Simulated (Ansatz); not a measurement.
This script drives the Ansatz DFT code, driven from Python.

`methods_ch6bfssi.py`:
```python
from pathlib import Path

import ansatz as az
from ase import Atoms
import numpy as np

atoms = Atoms(['F', 'C', 'Si', 'B', 'S', 'H', 'H', 'H', 'H', 'H', 'H'], positions=[
    (-0.8596, 1.5648, 2.0102),
    (-0.1086, 0.7165, 1.3116),
    (-0.9792, 0.2218, -0.2911),
    (0.2553, -1.021, -1.2404),
    (1.9171, -0.5288, -1.7751),
    (0.8671, 1.217, 1.0796),
    (0.0947, -0.1783, 1.9418),
    (-2.1974, -0.3993, 0.0218),
    (-1.1652, 1.4295, -1.0662),
    (-0.2113, -2.117, -1.4542),
    (2.4527, -0.9622, -0.5174),
])
system = az.Crystal.molecule_from_ase(atoms)

calc = system.calculation().basis(gaussian='def2-SVP')

print('functional    E (Ha)        dipole (D)   HOMO (eV)  LUMO (eV)')
for name in ['pbe0', 'hse06', 'hf', 'cam_b3lyp']:
    r = calc.functional(name).forces().orbitals().run(threads=1, pin='off', runs_dir='runs').report
    lines = Path(r['orbitals_path']).read_text().splitlines()
    field_of = lambda key: [line.split('=')[1].strip() for line in lines if line.startswith(key)]
    orbitals = [(27.211386 * float(e), s, float(n)) for e, s, n in zip(field_of('Ene='), field_of('Spin='), field_of('Occup='))]
    homo = max(e for e, _, n in orbitals if n > 0.5)
    lumo = min(e for e, _, n in orbitals if n < 0.5)
    dipole = 4.803205 * np.linalg.norm(r['charge_distribution']['dipole_moment_e_ang'])
    print(f'{name:10s} {r["free_energy_ev"] / 27.211386246:14.6f} {dipole:9.3f} {homo:11.3f} {lumo:10.3f}')
```

It is started by `python methods_ch6bfssi.py`. How long does it take on 1 thread of Arm Neoverse V1, on a shared host, and how much memory does it need?

It took about 19 s, with a peak of 0.33 GiB, for 4 runs of the engine.

```console
$ python methods_ch6bfssi.py
functional    E (Ha)        dipole (D)   HOMO (eV)  LUMO (eV)
pbe0          -853.255185     1.662      -6.686     -2.794
hse06         -853.232844     1.658      -6.286     -3.176
hf            -851.555198     1.909      -9.515      0.839
cam_b3lyp     -853.640445     1.669      -7.949     -1.568
```

Reading the output:
- Total energies depend on the basis set; only differences at equal settings carry meaning.
- The geometry is a force-field or estimated start, not a minimum of this method, and the basis set is short of its limit. A lower total doesn't mark the better method: functionals have no common bound, and MP2 and coupled cluster aren't variational.
- Levels such as HOMO and LUMO are orbital energies: with these approximate functionals they aren't the ionisation energy and electron affinity, and their gap isn't the fundamental gap.
- hse06 follows the composition of plane-wave codes, whose totals differ by tens of mHa, up to about 0.1 Ha, from the form usual in Gaussian-basis programs (wpbeh).

(Lines on the test bed's own set-up are left out of the output.)
